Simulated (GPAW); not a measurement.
Crystal: SbAs.

```
Sb As
1.0
     2.03271    1.17359    3.71659
    -2.03271    1.17359    3.71659
     0.00000   -2.34718    3.71659
Sb As
1 1
Direct
  0.77090 0.77090 0.77090
  0.22910 0.22910 0.22910
```

The cell is a database's computed one.

- Program: GPAW 26.7.0
- Task: relaxation of cell and atoms
- Functional: PBE
- Potentials or basis: GPAW PAW data sets (gpaw-data 1.2.1)
- Cutoff: 600 eV
- Basis: pw
- k mesh: 8 × 8 × 8
- Occupations: fermi-dirac, width 0.05 eV
- Spin: no spin polarisation

At the start: pressure 1.0 GPa; volume 26.60 Å³/atom.

Where does the relaxation end?

Over 10 steps the energy falls by 2.3 meV/atom and the volume is 26.70 Å³/atom (+0.4 %); space group R3m (No. 160, to 0.05 Å).

Step by step:
```tsv
step	energy change (eV)	largest force (eV/Å)	pressure (GPa)	volume (Å³)
1	0.0000	0.1611	0.98	53.20
2	-0.0017	0.1120	0.67	53.38
3	-0.0036	0.0005	-0.05	53.82
4	-0.0036	0.0033	-0.08	53.84
5	-0.0042	0.0118	-0.25	53.86
6	-0.0044	0.0009	-0.24	53.77
7	-0.0045	0.0194	-0.13	53.64
8	-0.0045	0.0256	-0.06	53.56
9	-0.0046	0.0255	0.01	53.47
10	-0.0046	0.0165	0.05	53.39
```

Final structure:
```
Sb As
1.0
     2.05022    1.18370    3.66678
    -2.05022    1.18370    3.66678
     0.00000   -2.36740    3.66678
Sb As
1 1
Direct
  0.76970 0.76970 0.76970
  0.23030 0.23030 0.23030
```

Caveat: later steps reuse the first step's grids.
